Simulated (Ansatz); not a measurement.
**CH₃ClOSi: small, medium and large basis sets**

The task here is to estimate one member of a computed series from the others.

The runs use Ansatz 0.2.0, Gaussian basis; one geometry, several basis sets.

Plan: PBE0-D4/def2-SVP; ωB97M-V/def2-SVP; PBE0-D4/def2-QZVPP; ωB97M-V/def2-QZVPP; the functionals' def2-TZVPP values are taken from earlier runs.

## The relaxed structure

An earlier PBE0-D4 in a triple-zeta def2 set relaxation fixed the geometry.

SMILES `CO[Si]Cl`, 7 atoms, charge 0, spin multiplicity 1.

Atoms are counted from 1 here; the program's logs count them from 0.

Bond lengths: C1–O2 1.413 Å, C1–H5 1.092 Å, C1–H6 1.091 Å, C1–H7 1.091 Å, O2–Si3 1.624 Å, Si3–Cl4 2.116 Å. Angles: O2–C1–H5 111.2°, O2–C1–H6 108.8°, O2–C1–H7 108.8°, H5–C1–H6 109.6°, H5–C1–H7 109.6°, H6–C1–H7 108.9°, C1–O2–Si3 136.9°, O2–Si3–Cl4 103.0°.

As a file:

```
C     0.3585    0.7530    0.1619
O     0.3253   -0.5368    0.7377
Si   -0.3508   -1.9720    0.3925
Cl   -1.3962   -1.5862   -1.4064
H    -0.2149    0.7865   -0.7664
H    -0.0580    1.4669    0.8747
H     1.3972    1.0206   -0.0397
```

The first run:

Input file in.yaml:

```yaml
crystal:
  periodic: [false, false, false]
  atoms:
    - {symbol: C, position_ang: [0.358492, 0.752959, 0.161924]}
    - {symbol: O, position_ang: [0.325345, -0.536798, 0.737711]}
    - {symbol: Si, position_ang: [-0.350807, -1.971966, 0.392535]}
    - {symbol: Cl, position_ang: [-1.396160, -1.586221, -1.406357]}
    - {symbol: H, position_ang: [-0.214902, 0.786502, -0.766388]}
    - {symbol: H, position_ang: [-0.058044, 1.466925, 0.874668]}
    - {symbol: H, position_ang: [1.397178, 1.020597, -0.039694]}
basis:
  gaussian: {orbitals: def2-SVP}
hamiltonian: {xc: pbe0, dispersion: d4}
output: {orbitals: {seedname: orbitals}}
```

Steps of the session up to this table: PBE0-D4 in def2-SVP; ωB97M-V in def2-SVP; PBE0-D4 in def2-QZVPP; ωB97M-V in def2-QZVPP.

One table of the session follows, with a row left open; its other results are not shown here.

It belongs to the step «Functionals by basis». 

```
functional       basis  HOMO (eV)  LUMO (eV)
   PBE0-D4    def2-SVP      -7.30      -1.71
   PBE0-D4  def2-TZVPP      -7.42      -1.85
   PBE0-D4  def2-QZVPP          ?          ?
   ωB97M-V    def2-SVP      -9.35       0.39
   ωB97M-V  def2-TZVPP      -9.52       0.16
   ωB97M-V  def2-QZVPP      -9.56       0.04
```

Q: Estimate the row for PBE0-D4, def2-QZVPP from the others.

As computed: HOMO (eV): -7.46; LUMO (eV): -1.90. In the column «HOMO (eV)» it lies between ωB97M-V, def2-SVP (-9.35) and PBE0-D4, def2-TZVPP (-7.42).
